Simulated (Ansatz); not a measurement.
# In (diamond type): a single-point run

The task is a single-point run on In (diamond type). The structure is shown as the input types it.

Method: DFT, PBEsol, norm-conserving pseudopotentials, Ansatz's default files, scalar-relativistic, in Ansatz 0.2.0.

**1. The starting structure**

It takes space group Fd-3m (No. 227, cubic). The conventional cell has a = 6.566 Å, b = 6.566 Å, c = 6.566 Å, α = 90.00°, β = 90.00°, γ = 90.00°. In (site symmetry -43m) has 4 In at 2.84 Å in its first shell of neighbours.

The input asks for a charge of +10 e on the cell.

Coordinates:

```xyz
2
Lattice="0.0000 3.2830 3.2830 3.2830 0.0000 3.2830 3.2830 3.2830 0.0000" Properties=species:S:1:pos:R:3 pbc="T T T"
In   -0.8208   -0.8208   -0.8208
In    0.8208    0.8208    0.8208
```

**2. The calculation**

input.yaml

```yaml
crystal:
  lattice:
    - [0.0, 3.2830343506, 3.2830343506]
    - [3.2830343506, 0.0, 3.2830343506]
    - [3.2830343506, 3.2830343506, 0.0]
  atoms:
    - { symbol: In, position: [-0.125, -0.125, -0.125] }
    - { symbol: In, position: [0.125, 0.125, 0.125] }
kpoints:
  mp_grid: { grid: [10, 10, 10] }
scf:
  occupations: { method: fermi_dirac, width: 0.08 }
  max_iter: 75
hamiltonian:
  xc: pbesol
  pseudopotentials: { kind: nc }
output:
  forces: true
  stress: true
  eigenvalues: true
total_charge: 10
```

The run is started by

```sh
ansatz run input.yaml --threads 1 --pin off --max-ram 2048MiB --backend cpu --events-out ev --progress --plain --runs-dir out
```

Q: Will this input give a usable result? If not, why, and what should change?

This run ends as converged. It gives a pressure of -22 GPa, which is large.

Look at the input: total_charge is 10. The net charge is not the one intended, so the run treats another number of electrons.

Run again and compare: delete total_charge (the default then holds).
